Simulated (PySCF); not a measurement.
# Ga3H12P3 ((H2Ga-mu-PH2)3): the cost of one run

The runs use PySCF 2.14.0, with density-fitted response routines of our own; the level of theory stands in each step. All values are computed, except where a source is named. Atoms are numbered from 0 throughout.

### 1 Starting geometry

18 atoms, charge 0, multiplicity 1; geometry from: GFN2-xTB. The atoms were then displaced at random by about 0.03 Å, so the start is not that level's minimum.

Bonds of the start (Å): Ga0–H1 1.50, Ga0–H2 1.64, Ga0–P3 2.49, Ga0–P11 2.51, P3–Ga4 2.39, P3–H12 1.25, P3–H13 1.39, Ga4–H5 1.55, Ga4–H6 1.57, Ga4–P7 2.41, P7–Ga8 2.49, P7–H14 1.44, P7–H15 1.43, Ga8–H9 1.56, Ga8–H10 1.55, Ga8–P11 2.49, P11–H16 1.41, P11–H17 1.40.

### 2 Relaxing the molecule at PBE0-D3(BJ)/def2-SVP

Job settings and geometry (Å):

```
{"job": {"xc": "PBE0", "basis": "def2-SVP", "d3": "d3bj", "grid": 1, "maxiter": 40, "shake": 0.03, "kind": "geom"}, "charge": 0, "multiplicity": 1}
Ga    -0.219410    -1.274680    -2.375440
H     -0.371780    -2.767130    -2.398080
H     -0.416580    -0.403920    -3.747000
P      1.803960    -0.594740    -1.092590
Ga     2.343100     0.786780     0.777870
H      3.325510    -0.006550     1.681850
H      2.750370     2.233750     0.335540
P      0.229290     0.811490     1.925450
Ga    -2.207430     0.580000     1.489700
H     -2.754930    -0.565990     2.393680
H     -2.939190     1.938550     1.390020
P     -1.898710    -0.188510    -0.854950
H      2.730470    -0.710570    -1.930350
H      1.833120    -1.824270    -0.436450
H      0.325940    -0.447380     2.612260
H      0.304550     1.603310     3.113120
H     -3.165710    -0.269120    -1.462000
H     -1.728900     1.115910    -1.344910
```

Run with:

```sh
$ OMP_NUM_THREADS=2 python probes_run.py task.json out
```

This one command runs all jobs of the session in turn.

Q: Estimate the wall time and peak memory of this first job on 2 threads of AMD EPYC 7R43, shared host.

About 7 min, with a peak of 1.5 GiB.
